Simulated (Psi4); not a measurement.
# PbO (SMILES [O][Pb]): SVWN5/def2-TZVP (core potential)

What is the vertical ionisation energy of PbO at SVWN5/def2-TZVP (core potential)? 

The results are computed with Psi4 1.11.

5 further runs of the same task are left out: 4 that didn't finish, 1 set aside as unsound or not needed.

### Step 1. The molecule

PbO: 2 atoms, total charge 0, spin state singlet. As SMILES, `[O][Pb]`. The bond length is the measured one.

Bond lengths: O1–Pb2 1.922 Å.

### Step 2. Energy and forces at SVWN5/def2-TZVP (core potential)

Input file job.dat:

```
memory 1600 mb

molecule m {
  0 1
  O      0.000000     0.000000     0.000000
  Pb     0.000000     0.000000     1.921813
  symmetry c1
}

set {
  basis def2-TZVP
  reference rks
  puream true
  e_convergence 1e-09
  d_convergence 1e-08
  scf_type pk
  dft_radial_points 99
  dft_spherical_points 590
}

e_tot = gradient("scf", dft_functional={"name": "SVWN5", "x_functionals": {"LDA_X": {}}, "c_functionals": {"LDA_C_VWN": {}}})
```

Run with:

```
$ psi4 -i job.dat -o job.out -n 1
```

job.out:

```text
[...]
    !!!  WARNING: ECP capability is in beta. Please check occupations closely.  !!!
[...]
  Running in c1 symmetry.
[...]
  Nuclear repulsion =   48.462149583710804
[...]
  Multiplicity = 1
[...]
  Nalpha       = 15
  Nbeta        = 15
[...]
    Number of basis functions: 81
[...]
 WARNING: Atomic UHF is not converging! Try casting from a smaller basis or call Rob at CCMST.
   -------------------------
[...]
   @RKS iter   1:  -266.81321969873653   -9.39922e-01   1.37060e-02 ADIIS/DIIS
[...]
   @RKS iter  14:  -267.33793855426410   -5.11591e-13   2.22372e-10 DIIS
[...]
    Orbital Energies [Eh]
    ---------------------
    Doubly Occupied:
       1A    -18.574728     2A     -5.320249     3A     -3.195925
       4A     -3.195925     5A     -3.183713     6A     -0.845683
       7A     -0.791560     8A     -0.791560     9A     -0.781529
      10A     -0.781529    11A     -0.715923    12A     -0.445781
      13A     -0.238051    14A     -0.238051    15A     -0.234109
[...]
  @RKS Final Energy:  -267.33793855426410
   => Energetics <=
    Nuclear Repulsion Energy =             48.4621495837108043
    One-Electron Energy =                -536.6713676348092577
    Two-Electron Energy =                 244.6180741719077787
    DFT Exchange-Correlation Energy =     -23.7467946750734562
    Empirical Dispersion Energy =           0.0000000000000000
    VV10 Nonlocal Energy =                  0.0000000000000000
    Total Energy =                       -267.3379385542640989
[...]
 Multipole Moments:
 ------------------------------------------------------------------------------------
     Multipole            Electronic (a.u.)      Nuclear  (a.u.)        Total (a.u.)
 ------------------------------------------------------------------------------------
 L = 1.  Multiply by 2.5417464519 to convert [e a0] to [Debye]
 Dipole X            :          0.0000000            0.0000000            0.0000000
 Dipole Y            :         -0.0000000            0.0000000           -0.0000000
 Dipole Z            :         22.9471479          -21.2728729            1.6742750
 Magnitude           :                                                    1.6742750
[...]
  -Total Gradient:
     Atom            X                  Y                   Z
    ------   -----------------  -----------------  -----------------
       1       -0.000000000113     0.000000000000    -0.004585809975
       2        0.000000000113    -0.000000000000     0.004591675366
[...]
```

Run time: 25 s. Hardware: 1 thread of Intel Xeon at 2.50GHz (Skylake/Cascade Lake), shared host; peak memory 0.35 GiB.

### Step 3. The doublet cation: the energy at USVWN5/def2-TZVP (core potential)

Input file job.in:

```
memory 1600 mb

molecule molecule1 {
  1 2
  O      0.000000     0.000000     0.000000
  Pb     0.000000     0.000000     1.921813
  symmetry c1
}

set globals {
  basis def2-TZVP
  reference uks
  puream true
  e_convergence 1e-09
  d_convergence 1e-08
  scf_type pk
  dft_radial_points 99
  dft_spherical_points 590
  maxiter 100
}

result, w = energy("scf", dft_functional={"name": "SVWN5", "x_functionals": {"LDA_X": {}}, "c_functionals": {"LDA_C_VWN": {}}}, return_wfn=True)
```

Run with:

```
$ psi4 -i job.in -o job.out -n 1
```

job.out:

```text
[...]
    !!!  WARNING: ECP capability is in beta. Please check occupations closely.  !!!
[...]
  Running in c1 symmetry.
[...]
  Nuclear repulsion =   48.462149583710804
[...]
  Multiplicity = 2
[...]
  Nalpha       = 15
  Nbeta        = 14
[...]
    Number of basis functions: 81
[...]
 WARNING: Atomic UHF is not converging! Try casting from a smaller basis or call Rob at CCMST.
   -------------------------
[...]
   @UKS iter   1:  -266.77921537968058   -9.05917e-01   8.55447e-03 ADIIS/DIIS
[...]
   @UKS iter  25:  -266.97147509702535    7.38964e-13   7.60398e-09 DIIS
[...]
   @S^2 Observed:                7.600981445E-01
[...]
    Orbital Energies [Eh]
    ---------------------
    Alpha Occupied:
       1A    -18.901903     2A     -5.620791     3A     -3.493217
       4A     -3.493217     5A     -3.490888     6A     -1.162425
       7A     -1.083956     8A     -1.083956     9A     -1.083167
      10A     -1.083167    11A     -1.025216    12A     -0.738990
      13A     -0.562923    14A     -0.528153    15A     -0.528153
    Alpha Virtual:
      16A     -0.364293    17A     -0.364293    18A     -0.257863
      19A     -0.076260    20A     -0.071803    21A     -0.071803
      22A     -0.057391    23A     -0.057391    24A     -0.042585
      25A     -0.027993    26A     -0.027993    27A      0.002952
[...]
  @UKS Final Energy:  -266.97147509702535
   => Energetics <=
    Nuclear Repulsion Energy =             48.4621495837108043
    One-Electron Energy =                -527.7571848882139420
    Two-Electron Energy =                 235.7922726410066048
    DFT Exchange-Correlation Energy =     -23.4687124335288217
    Empirical Dispersion Energy =           0.0000000000000000
    VV10 Nonlocal Energy =                  0.0000000000000000
    Total Energy =                       -266.9714750970253476
[...]
 Multipole Moments:
 ------------------------------------------------------------------------------------
     Multipole            Electronic (a.u.)      Nuclear  (a.u.)        Total (a.u.)
 ------------------------------------------------------------------------------------
 L = 1.  Multiply by 2.5417464519 to convert [e a0] to [Debye]
 Dipole X            :         -0.0000046            0.0000000           -0.0000046
 Dipole Y            :         -0.0000067            0.0000000           -0.0000067
 Dipole Z            :         22.4114072          -21.2728729            1.1385343
 Magnitude           :                                                    1.1385343
[...]
```

Run time: 20 s. Hardware: 1 thread of Intel Xeon at 2.50GHz (Skylake/Cascade Lake), shared host; peak memory 0.35 GiB.

### Step 4. Outcome

At SVWN5/def2-TZVP (core potential):

| quantity | value |
| --- | --- |
| singlet PbO: total energy | -267.33794 Eh |
| singlet PbO: dipole moment | 4.26 D |
| singlet PbO: HOMO energy | -6.37 eV |
| singlet PbO: LUMO energy | -3.15 eV |
| singlet PbO: HOMO–LUMO gap | 3.22 eV |
| singlet PbO: largest force on an atom | 0.236 eV/Å |
| doublet cation: total energy | -266.97148 Eh |
| doublet cation: HOMO energy (highest over α and β) | -13.70 eV |
| doublet cation: LUMO energy (lowest over α and β) | -13.65 eV |
| doublet cation: ⟨S²⟩ | 0.760 |
| vertical ionisation energy (to the doublet cation) | 9.972 eV |

What this shows: Removing an electron at fixed nuclei costs 9.97 eV (962 kJ/mol). −ε(HOMO) before ionisation, 6.37 eV, is 3.60 eV below this ionisation energy.
